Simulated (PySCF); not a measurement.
# MgBr: from the state search to spectroscopic constants

What are the lowest state that PBE0 finds, the bond length, vibrational wavenumber and bond energy of MgBr, and how much do these hang on the method?

Computed with PySCF 2.14.0. Level: Mg cc-pVDZ, Br cc-pVDZ-PP with ECP10, scalar-relativistic core potentials.

## Step 1: Input

Settings of the job:

```yaml
atoms: Mg, Br
charge: 0
basis: Mg cc-pVDZ, Br cc-pVDZ-PP with ECP10
Hamiltonian: scalar-relativistic core potentials
basis_functions: 41
electrons_treated: 37
masses_in_u: 23.9850, 78.9183
levels: PBE0, PBE, r²SCAN, B2PLYP, B97-3, BHandHLYP, HF, MP2, SCS-MP2, CCSD, CCSD(T)
grid: 80 radial by 434 angular points
occupations: held fixed by the projection of orbital angular momentum
dissociation_limit: Mg + Br, each in its ground configuration
starting_distance_in_angstrom: 2.470
values_of_2S_to_try: 1, 3
```

Run with:

```console
> OMP_NUM_THREADS=1 python dia.py task.json out
```

After this run come: First curve: PBE0; Higher solutions at PBE0; PBE (GGA); r²SCAN; B2PLYP (double hybrid); B97-3 (global hybrid GGA); BHandHLYP (global hybrid GGA); UHF; MP2 and coupled cluster.

Before running it: what results should come out? Wanted: for each run, Re; ωe; De; μ.

**Answer**, as computed:

Lowest PBE0 solution found, without spin–orbit coupling: ²Σ⁺ (doublet), unpaired electrons σ ↑. State 2 has its PBE0 minimum 5.16 eV higher. The other levels ran on the lowest alone.

| level | Re (Å) | ωe (cm⁻¹) | De (eV) | μ (D) |
| --- | --- | --- | --- | --- |
| UHF | 2.384 | 371 | 2.43 | -3.67 |
| UHF-MP2 | 2.375 | 380 | 2.83 | n/a |
| UHF-SCS-MP2 | 2.378 | 378 | 2.62 | n/a |
| UHF-CCSD | 2.377 | 378 | 2.45 | n/a |
| UHF-CCSD(T) | 2.377 | 378 | 2.50 | n/a |
| PBE | 2.397 | 351 | 2.80 | -3.14 |
| r²SCAN | 2.378 | 365 | 3.08 | -3.34 |
| PBE0 | 2.380 | 364 | 2.82 | -3.34 |
| B97-3 | 2.393 | 354 | 2.65 | -3.25 |
| BHandHLYP | 2.375 | 367 | 2.59 | -3.52 |
| B2PLYP | 2.381 | 366 | 2.65 | -3.53 |

De is counted to Mg + Br in their ground configurations. A positive dipole means Mg(−)Br(+).

Differences from CCSD(T) in the same basis:

| level | Re (mÅ) | ωe (%) |
| --- | --- | --- |
| UHF | +6 | -1.7 |
| UHF-MP2 | -3 | +0.6 |
| UHF-SCS-MP2 | 0 | 0.0 |
| UHF-CCSD | -1 | +0.1 |
| PBE | +20 | -7.0 |
| r²SCAN | 0 | -3.3 |
| PBE0 | +2 | -3.6 |
| B97-3 | +16 | -6.3 |
| BHandHLYP | -3 | -2.7 |
| B2PLYP | +4 | -3.0 |

What this shows: Judged by CCSD(T) in the same basis: best bond length UHF-SCS-MP2 and r²SCAN (0 mÅ), worst PBE (+20 mÅ); best wavenumber UHF-SCS-MP2 (0.0 %), worst PBE (-7.0 %). CCSD(T) in a basis this small is itself some way from its limit, more so than the functionals. Among the levels with a De in the table, it runs from 2.43 eV (UHF) to 3.08 eV (r²SCAN).

Correlated steps freeze 5 core orbitals. B2PLYP dipoles, levels and charges come from its SCF part alone.
